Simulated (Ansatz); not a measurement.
# ZrCl+ (quintet): from Hartree-Fock to the top rungs, def2-QZVPP

The task here is to estimate one member of a computed series from the others.

Computed with Ansatz 0.2.0, Gaussian basis. Level: def2-QZVPP, core rule «outside noble gas», up to 9 orbitals frozen.

The runs, in order: UHF; ROHF; CCSD(T) on UHF.

## What is computed

The geometry is a PBE0/def2-TZVP stationary point (not a proven minimum) of the parent state, kept for this charge and spin. No spin-orbit coupling is included. Elements past krypton take def2 core potentials.

2 atoms, charge 1, spin multiplicity 5.

Atoms are counted from 1 here; the program's logs count them from 0.

Bond lengths: Zr1–Cl2 2.345 Å.

The first run:

in.yaml reads:

```yaml
crystal:
  periodic: [false, false, false]
  atoms:
    - {symbol: Zr, position_ang: [0.000000, 0.000000, 0.000000]}
    - {symbol: Cl, position_ang: [0.000000, 0.000000, 2.344575]}
basis:
  gaussian: {orbitals: "def2-QZVPP.json"}
total_charge: 1
magnetization: {spin_polarized: true, initial_magnetization: 4}
hamiltonian: {xc: hf}
output: {orbitals: {seedname: orbitals}}
```

On the command line:

```
$ ansatz run in.yaml --threads 1 --pin off --events-out ev --progress --plain --max-ram 4096MiB --backend cpu
```

Among the steps run: UHF; ROHF; CCSD(T) on UHF.

One table of the session follows, with a row left open; its other results are not shown here.

```
  method  from UCCSD(T) (meV)
    ROHF              +6839.0
     UHF                    ?
    UMP2               +977.6
   UCCSD               +247.4
UCCSD(T)                    0
```

**Question.** Estimate the row for UHF.

**Answer.** from UCCSD(T) (meV): +6532.1. In the column «from UCCSD(T) (meV)» it lies between UMP2 (+977.6) and ROHF (+6839.0).
